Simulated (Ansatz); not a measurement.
# C (hexagonal diamond): the cost of one run

Program: Ansatz 0.2.0. Level of theory: DFT HSE06, scalar-relativistic, plane waves, PAW. These are calculated values, not measurements.

### 1 The system as given

It takes space group P6_3/mmc (No. 194, hexagonal). The conventional cell has a = 2.510 Å, b = 2.510 Å, c = 4.160 Å, α = 90.00°, β = 90.00°, γ = 120.00°. C (site symmetry 3m) has 4 C at 1.52 to 1.62 Å as nearest neighbours.

Structure file:

```
CELL_PARAMETERS angstrom
2.51000 0.00000 0.00000
-1.25500 2.17372 0.00000
0.00000 0.00000 4.16000
ATOMIC_POSITIONS crystal
C 0.33333 0.66667 0.05529
C 0.66667 0.33333 0.55529
C 0.66667 0.33333 0.94471
C 0.33333 0.66667 0.44471
```

### 2 Bond along c 1.62 A in the measured cell

File input.yaml:

```yaml
crystal:
  lattice:
    - [2.51, 0.0, 0.0]
    - [-1.255, 2.1737237635, 0.0]
    - [0.0, 0.0, 4.16]
  atoms:
    - { symbol: C, position: [0.3333333333, 0.6666666667, 0.05528846] }
    - { symbol: C, position: [0.6666666667, 0.3333333333, 0.55528846] }
    - { symbol: C, position: [0.6666666667, 0.3333333333, 0.94471154] }
    - { symbol: C, position: [0.3333333333, 0.6666666667, 0.44471154] }
scf:
  occupations: { method: fixed }
output:
  forces: true
  stress: true
  eigenvalues: true
  write_density: true
  write_potential: true
  elf: true
  volumetric_format: npy
hamiltonian:
  xc: hse06
kpoints:
  mp_grid: { grid: [8, 8, 5] }
basis:
  ecutwfc: 560
```

On the command line:

```sh
$ ansatz run input.yaml --threads 4 --pin off --max-ram 8192MiB --backend cpu --events-out ev --progress --plain --runs-dir out
```

What time and memory should one allow on 4 threads of AMD EPYC 7R13 (Zen 3), shared host?

About 11 s, with a peak of 1 GiB.
